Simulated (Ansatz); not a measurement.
Below is the output of a Python script on Ansatz's Python interface that makes a convergence test of the plane-wave cutoff of ZrFe₂, space group Fd-3m. Write a script that gives it. Settings (first run): LDA, PAW, cutoff 250 eV, 5×5×5 k-points, Fermi-Dirac smearing of 0.05 eV, collinear spin. The script varies cutoff (eV): 250, 300, 350, 400.

```
CELL_PARAMETERS angstrom
0.00000 3.54350 3.54350
3.54350 0.00000 3.54350
3.54350 3.54350 0.00000
ATOMIC_POSITIONS crystal
Zr 0.00000 0.00000 0.00000
Zr 0.25000 0.25000 0.25000
Fe 0.62500 0.62500 0.62500
Fe 0.12500 0.62500 0.62500
Fe 0.62500 0.62500 0.12500
Fe 0.62500 0.12500 0.62500
```

```console
$ python ecut_zrfe2.py
RunWarning: the starting moments were not kept: 2 of 4 ended reversed and 2 kept their direction, counting a site from 0.1 μB. The largest reversed, site 2 (counted from 0, in the order of the [...]
  cutoff (eV)    F/atom (eV)    iterations    moment (muB)    plane waves
          250     -4303.9942            29         -6.5008            821
          300     -4305.7479            25          6.1632           1067
          350     -4306.0134            25          6.1557           1363
          400     -4306.0428            24          6.1507           1639
250: +2048.53 meV/atom
300: +294.88 meV/atom
350: +29.33 meV/atom
```
(Warnings from the package without file and line, shortened, repeats left out.)

One script that gives this output:

Script `ecut_zrfe2.py`:
```python
import warnings

import ansatz as az
from tabulate import tabulate

warnings.simplefilter("ignore", az.DeckWarning)

lattice = az.Lattice.of(
    [0.0, 3.5435, 3.5435],
    [3.5435, 0.0, 3.5435],
    [3.5435, 3.5435, 0.0],
)
sites = [
    ("Zr", [0.0, 0.0, 0.0], 0.0),
    ("Zr", [0.25, 0.25, 0.25], 0.0),
    ("Fe", [0.625, 0.625, 0.625], 2.4),
    ("Fe", [0.125, 0.625, 0.625], -2.4),
    ("Fe", [0.625, 0.625, 0.125], 2.4),
    ("Fe", [0.625, 0.125, 0.625], -2.4),
]
structure = az.Crystal(lattice=lattice)
for symbol, position, moment in sites:
    structure = structure.atom(symbol, position, moment=moment or None)

job = (
    structure.calculation()
    .functional("LDA")
    .spin(az.SpinTreatment.COLLINEAR)
    .kpoints(length=22)
    .occupations(az.OccupationsMethod.FERMI_DIRAC, width=0.05)
)

rows = []
for value in [250, 300, 350, 400]:
    data = job.basis(value).run(threads=1).report
    rows.append((value, data["free_energy_ev"] / len(data["lattice"]["sites"]), data["n_iterations"], data["magnetization_mub"], data["n_pw"]))

print(tabulate(rows, headers=["cutoff (eV)", "F/atom (eV)", "iterations", "moment (muB)", "plane waves"], floatfmt=".4f", tablefmt="plain"))

for row in rows[:-1]:
    shift = 1000 * (row[1] - rows[-1][1])
    print(f"{row[0]}: {shift:+.2f} meV/atom" + ("  (within 5 meV)" if abs(shift) < 5 else ""))
```

The SCF didn't keep the moments it started from (some shrank, vanished or turned); what is printed is the state reached. The mesh is modest for a metal, so energies can be off by several to tens of meV an atom and pressures by half a GPa or more; differences at equal mesh fare better. The overall sign of a collinear moment is arbitrary, and semilocal functionals can give small moments to compounds that are paramagnetic. The starting cell is as deposited in a crystallographic database; the results hold for this polymorph, which needn't be the stable one. Shifts are counted from the last row, which is itself no proven limit. The script silences the warnings on its input, which a real study should read. Wall time of the script: 2.8 min on 1 thread of Arm Neoverse V1 (shared host), peak memory 0.58 GiB.
